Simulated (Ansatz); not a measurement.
# C3H8O2Si, SMILES O[SiH](O)C1CC1: a geometry optimisation

Computed with Ansatz 0.2.0 through its Python package.

The cells in order, each with its output:

```python
import itertools

import ansatz as az
from ase import Atoms
from ase.data import atomic_numbers, covalent_radii
import numpy as np

atoms = Atoms(["O", "Si", "O", "C", "C", "C", "H", "H", "H", "H", "H", "H", "H", "H"], positions=[
    (0.9785, -0.0398, 1.8562),
    (1.2034, 0.5176, 0.3143),
    (2.4657, -0.3397, -0.3235),
    (-0.3341, 0.344, -0.7382),
    (-1.1651, -0.9082, -0.6277),
    (-1.6922, 0.394, -0.0897),
    (1.6889, 0.1903, 2.4741),
    (1.6024, 1.9345, 0.4111),
    (2.2793, -1.279, -0.4736),
    (-0.2312, 0.7902, -1.7199),
    (-1.6171, -1.3001, -1.5328),
    (-0.9048, -1.6752, 0.0948),
    (-2.4971, 0.8777, -0.6331),
    (-1.7768, 0.4936, 0.988),
])
molecule = az.Crystal.molecule_from_ase(atoms)
```

```python
job = (
    molecule.calculation()
    .basis(gaussian="def2-SVP")
    .functional("cam_b3lyp")
    .accuracy("medium")
)
symbols = [site.symbol for site in molecule.cartesian_sites]
start = np.array([site.position_ang for site in molecule.cartesian_sites], dtype=float)
def progress(event):
    if event["event"] == "relax_step":
        row = event["data"]
        print(f"step {row['step']:3d}  E = {row['lagrangian_ev']:.6f} eV  largest force component {row['allowed_force_max_ev_ang']:.4f} eV/A")
```

```python
summary = job.relax(force_tolerance=0.02, max_steps=100).session().plan().execute(on_event=progress).report
end = np.array(summary["positions_ang"])
```

    step   1  E = -15203.706482 eV  largest force component 1.2411 eV/A
    step   2  E = -15203.812244 eV  largest force component 0.3684 eV/A
    step   3  E = -15203.835767 eV  largest force component 0.1990 eV/A
    step   4  E = -15203.839638 eV  largest force component 0.1148 eV/A
    step   5  E = -15203.841976 eV  largest force component 0.0750 eV/A
    step   6  E = -15203.842230 eV  largest force component 0.0599 eV/A
    step   7  E = -15203.842736 eV  largest force component 0.0189 eV/A

```python
print(f"E = {summary['free_energy_ev']:.6f} eV = {summary['free_energy_ev'] / 27.211386246:.7f} Ha")
print("converged:", summary["converged"], " doubts:", summary["published_state_doubts"] or "none")
```

    E = -15203.842865 eV = -558.7309198 Ha
    converged: True  doubts: none

```python
radius = [covalent_radii[atomic_numbers[s]] for s in symbols]
span = lambda where, i, j: np.linalg.norm(where[i] - where[j])
bonded = [(i, j) for i, j in itertools.combinations(range(len(symbols)), 2) if min(span(start, i, j), span(end, i, j)) < 1.2 * (radius[i] + radius[j])]
print("pair        before    after (A)")
for i, j in bonded:
    print(f"{symbols[i]}{i}-{symbols[j]}{j}".ljust(10), f"{span(start, i, j):8.4f} {span(end, i, j):8.4f}")
for first, second in list(itertools.combinations(bonded, 2)):
    shared = set(first) & set(second)
    if shared and symbols[(j := shared.pop())] != "H":
        i, k = sorted((set(first) | set(second)) - {j})
        u, v = end[i] - end[j], end[k] - end[j]
        angle = np.degrees(np.arccos(np.clip(u @ v / np.linalg.norm(u) / np.linalg.norm(v), -1, 1)))
        print(f"final angle {symbols[i]}{i}-{symbols[j]}{j}-{symbols[k]}{k}: {angle:.2f} deg")
```

    pair        before    after (A)
    O0-Si1       1.6549   1.6638
    O0-H6        0.9692   0.9627
    Si1-O2       1.6538   1.6606
    Si1-C3       1.8713   1.8480
    Si1-H7       1.4752   1.4826
    O2-H8        0.9693   0.9636
    C3-C4        1.5069   1.5172
    C3-C5        1.5058   1.5130
    C3-H9        1.0832   1.0957
    C4-C5        1.5043   1.4912
    C4-H10       1.0849   1.0930
    C4-H11       1.0854   1.0932
    C5-H12       1.0849   1.0928
    C5-H13       1.0856   1.0930
    final angle Si1-O0-H6: 118.08 deg
    final angle O0-Si1-O2: 112.20 deg
    final angle O0-Si1-C3: 103.70 deg
    final angle O0-Si1-H7: 111.00 deg
    final angle O2-Si1-C3: 112.37 deg
    final angle O2-Si1-H7: 103.48 deg
    final angle Si1-O2-H8: 116.87 deg
    final angle C3-Si1-H7: 114.37 deg
    final angle Si1-C3-C4: 120.14 deg
    final angle Si1-C3-C5: 120.61 deg
    final angle Si1-C3-H9: 115.34 deg
    final angle C4-C3-C5: 58.96 deg
    final angle C4-C3-H9: 115.00 deg
    final angle C3-C4-C5: 60.38 deg
    final angle C3-C4-H10: 117.63 deg
    final angle C3-C4-H11: 117.97 deg
    final angle C5-C3-H9: 115.17 deg
    final angle C3-C5-C4: 60.66 deg
    final angle C3-C5-H12: 117.54 deg
    final angle C3-C5-H13: 117.81 deg
    final angle C5-C4-H10: 118.41 deg
    final angle C5-C4-H11: 117.41 deg
    final angle C4-C5-H12: 118.37 deg
    final angle C4-C5-H13: 117.52 deg
    final angle H10-C4-H11: 114.56 deg
    final angle H12-C5-H13: 114.56 deg

```python
charges = summary["charge_distribution"]
print("dipole moment", round(4.803205 * float(np.linalg.norm(charges["dipole_moment_e_ang"])), 3), "D")
print("Mulliken:", [(s, round(q, 3)) for s, q in zip(symbols, charges["mulliken_charges_e"])])
```

    dipole moment 0.906 D
    Mulliken: [('O', -0.409), ('Si', 0.761), ('O', -0.399), ('C', -0.331), ('C', -0.033), ('C', -0.016), ('H', 0.192), ('H', -0.149), ('H', 0.188), ('H', 0.042), ('H', 0.031), ('H', 0.046), ('H', 0.031), ('H', 0.044)]

These settings explore the input space; basis and method may be short of convergence. The end point is the stationary point reached from this start; no frequency run checks that it is a minimum, and the basis set is modest. Timing: 58 s on 1 thread of Intel(R) Xeon(R) Platinum 8375C CPU @ 2.90GHz (Ice Lake), on a shared host, peak memory 0.47 GiB.

(Lines on the test bed's own set-up are left out of the output.)
